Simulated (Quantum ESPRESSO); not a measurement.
## MnPt2 in Quantum ESPRESSO: the effect of pseudo set

Crystal: MnPt2.

```
CELL_PARAMETERS angstrom
2.85840 0.00000 0.00000
-1.42920 2.47545 0.00000
0.00000 0.00000 6.53250
ATOMIC_POSITIONS crystal
Pt 0.66667 0.33333 0.31621
Pt 0.33333 0.66667 0.68379
Mn 0.00000 0.00000 0.00000
```

The cell comes from a database or a generator and needn't be the stable form of this composition.

Alike in all runs:

| Item | Value |
| --- | --- |
| Program | Quantum ESPRESSO 7.5 |
| Task | band structure |
| Functional | PBEsol |
| k mesh | 11 × 11 × 4 |
| Occupations | fermi-dirac, width 0.05 eV |
| Spin | collinear spin, ferromagnetic start |
| Starting moments | [0.0, 0.0, 4.0] μB |

| pseudo set | cutoff | pressure (GPa) | moment (μB) | largest force (eV/Å) |
| --- | --- | --- | --- | --- |
| GBRV 1.5 PBEsol | 612 eV | ? | ? | ? |
| PseudoDojo 0.4 SR PBEsol stringent | 1769 eV | -9.6 | 4.49 | 0.02 |
| PseudoDojo 0.4.1 SR PBEsol standard | 1306 eV | -8.9 | 4.57 | 0.05 |

Task: What does the run with pseudo set GBRV 1.5 PBEsol give?

Result: Pressure -9.7 GPa; moment 4.55 μB; largest force 0.04 eV/Å.

The runs don't all hold the same shells in valence.
